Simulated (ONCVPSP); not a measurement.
# Co: the cost of one run

The numbers are computed with ONCVPSP 4.0.1.1 (patched build) (PBEsol, scalar-relativistic, spin-unpolarised reference atom).

**1. Settings**

Typed settings, in words:

| Item | Value |
| --- | --- |
| element | cobalt (Co, Z = 27) |
| type | optimised norm-conserving Vanderbilt (ONCV) |
| frozen core | [Ne] |
| valence charge | 17 |
| reference configuration | 3s2 3p6 3d7.5 4s1.5 |
| partial waves | 3s+4s: rc 1.35 bohr, ncon 4, nbas 8, qcut 11.3 1/bohr, 2 projectors; 3p: rc 1.15 bohr, ncon 4, nbas 8, qcut 17.6 1/bohr, 1 projector; 3d: rc 1.55 bohr, ncon 5, nbas 10, qcut 14.3 1/bohr, 1 projector |
| local potential | polynomial inside 1.10 bohr (lpopt 5, dvloc0 6 Ha) |
| core correction | Teter function, fcfact 1.5, rcfact 1.4 |

**2. Generation**

Input file Co.dat:

```
# ATOM AND REFERENCE CONFIGURATION
# atsym  z   nc   nv     iexc    psfile
  Co 27.00    3    4  -116133      upf
#
#   n    l    f
    1    0    2.00
    2    0    2.00
    2    1    6.00
    3    0    2.00
    3    1    6.00
    3    2    7.50
    4    0    1.50
#
# PSEUDOPOTENTIAL AND OPTIMIZATION
# lmax
    2
#
#   l,   rc,      ep,       ncon, nbas, qcut
    0    1.35    0.00    4    8   11.30
    1    1.15    0.00    4    8   17.60
    2    1.55    0.00    5   10   14.30
#
# LOCAL POTENTIAL
# lloc, lpopt,  rc(5),   dvloc0
    4    5    1.10    6.00
#
# VANDERBILT-KLEINMAN-BYLANDER PROJECTORs
# l, nproj, debl
    0    2    3.40
    1    1    3.20
    2    1    1.00
#
# MODEL CORE CHARGE
# icmod, fcfact, rcfact
    3    1.50    1.40
#
# LOG DERIVATIVE ANALYSIS
# epsh1, epsh2, depsh
   -5.00    5.00    0.04
#
# OUTPUT GRID
# rlmax, drl
    6.00    0.01
#
# TEST CONFIGURATIONS
# ncnf
    4
# nvcnf
#   n    l    f
    4
    3    0    2.00
    3    1    6.00
    3    2    7.00
    4    0    2.00
#
    4
    3    0    2.00
    3    1    6.00
    3    2    7.00
    4    0    1.00
#
    4
    3    0    2.00
    3    1    6.00
    3    2    7.00
    4    0    0.00
#
    5
    3    0    2.00
    3    1    6.00
    3    2    6.00
    4    0    2.00
    4    1    1.00
#
```

On the command line:

```sh
$ oncvpsp.x < Co.dat > Co.out
```

**Question.** How long does this run take on 1 thread of Intel Xeon Platinum 8488C, shared host?

About 3.7 s.
